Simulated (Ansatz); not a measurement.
# C2H6OSSi: a ladder of functionals and wavefunction methods

One table from this session's results is given with a row withheld; the runs are named, their logs left out.

Program: Ansatz 0.2.0, Gaussian basis. Level of theory: functionals in def2-TZVPP, the program's frozen cores in correlated methods. These are calculated values, not measurements.

Plan: LDA (SPW92), PBE-D4, revPBE-D4, BLYP-D4, r2SCAN-D4, B97M-V, PBE0-D4, B3LYP-D4, r2SCANh-D4, r2SCAN0-D4, HSE06-D4, BHLYP-D4, CAM-B3LYP-D4, LC-ωPBE, ωB97X-V, ωB97M-V, B2PLYP, PBE-QIDH; CCSD(T)/def2-SVP; CCSD(T)/def2-TZVPP; MP2/def2-QZVPP; extrapolation to the limit; RPA on PBE.

## The relaxed structure

The geometry comes from an earlier relaxation with PBE0-D4 in a triple-zeta def2 set; it is a stationary point, not always the lowest conformer.

SMILES `COC([SiH3])=S`, 11 atoms, charge 0, spin multiplicity 1.

Atoms are counted from 1 here; the program's logs count them from 0.

Bond lengths: C1–O2 1.424 Å, C1–H6 1.088 Å, C1–H7 1.092 Å, C1–H8 1.092 Å, O2–C3 1.325 Å, C3–Si4 1.908 Å, C3–S5 1.625 Å, Si4–H9 1.491 Å, Si4–H10 1.480 Å, Si4–H11 1.480 Å. Angles: O2–C1–H6 105.7°, O2–C1–H7 111.0°, O2–C1–H8 111.0°, H6–C1–H7 109.6°, H6–C1–H8 109.6°, H7–C1–H8 109.8°, C1–O2–C3 119.3°, O2–C3–Si4 126.8°, O2–C3–S5 120.5°, Si4–C3–S5 112.7°, C3–Si4–H9 114.3°, C3–Si4–H10 107.1°, C3–Si4–H11 107.1°, H9–Si4–H10 108.5°, H9–Si4–H11 108.4°, H10–Si4–H11 111.5°.

The first run:

in.yaml reads:

```yaml
crystal:
  periodic: [false, false, false]
  atoms:
    - {symbol: C, position_ang: [-1.104311, 1.277251, 0.077938]}
    - {symbol: O, position_ang: [-0.179856, 1.053971, -0.981948]}
    - {symbol: C, position_ang: [0.636784, 0.012036, -0.920372]}
    - {symbol: Si, position_ang: [0.731750, -1.285571, 0.475011]}
    - {symbol: S, position_ang: [1.702569, -0.272715, -2.113231]}
    - {symbol: H, position_ang: [-1.656376, 2.173580, -0.196065]}
    - {symbol: H, position_ang: [-0.583286, 1.442548, 1.023016]}
    - {symbol: H, position_ang: [-1.795309, 0.437852, 0.177615]}
    - {symbol: H, position_ang: [-0.223941, -1.053156, 1.595639]}
    - {symbol: H, position_ang: [2.108396, -1.242273, 1.016259]}
    - {symbol: H, position_ang: [0.428981, -2.600421, -0.133361]}
basis:
  gaussian: {orbitals: def2-TZVPP}
hamiltonian: {xc: lda}
output: {orbitals: {seedname: orbitals}}
```

Steps of the session up to this table: LDA; PBE-D4 (GGA); revPBE-D4 (GGA); BLYP-D4 (GGA); r2SCAN-D4 (meta-GGA); B97M-V (meta-GGA); PBE0-D4 (hybrid); B3LYP-D4 (hybrid); r2SCANh-D4 (hybrid); r2SCAN0-D4 (hybrid); HSE06-D4 (hybrid); BHLYP-D4 (hybrid); CAM-B3LYP-D4 (range-separated); LC-ωPBE (range-separated); ωB97X-V (range-separated); ωB97M-V (range-separated); B2PLYP (double hybrid); PBE-QIDH (double hybrid).

One table of the session follows, with a row left open; its other results are not shown here.

It belongs to the step «Frontier levels by functional». 

```
  functional  HOMO (eV)  LUMO (eV)  gap (eV)
 LDA (SPW92)      -5.54      -3.09      2.45
      PBE-D4      -5.40      -2.89      2.51
   revPBE-D4      -5.34      -2.81      2.53
     BLYP-D4      -5.22      -2.73      2.49
   r2SCAN-D4          ?          ?         ?
      B97M-V      -5.72      -2.84      2.88
     PBE0-D4      -6.55      -2.03      4.52
    B3LYP-D4      -6.31      -2.21      4.10
  r2SCANh-D4      -6.05      -2.48      3.57
  r2SCAN0-D4      -6.70      -1.99      4.72
    HSE06-D4      -6.16      -2.41      3.75
    BHLYP-D4      -7.58      -1.00      6.58
CAM-B3LYP-D4      -7.83      -0.89      6.94
     LC-ωPBE      -9.19       0.19      9.38
     ωB97X-V      -8.85       0.14      8.98
     ωB97M-V      -8.70       0.07      8.77
```

**Question.** Estimate the row for r2SCAN-D4.

Worked estimate for «HOMO (eV)». Against the share of exact exchange, r2SCANh-D4 (0.1, -6.05), r2SCAN0-D4 (0.25, -6.70) give a slope of -4.33 per unit share; at 0 the line stands at -5.62.

The run gave: HOMO (eV): -5.62; LUMO (eV): -2.81; gap (eV): 2.81. In «HOMO (eV)» the line misses by 0.00.
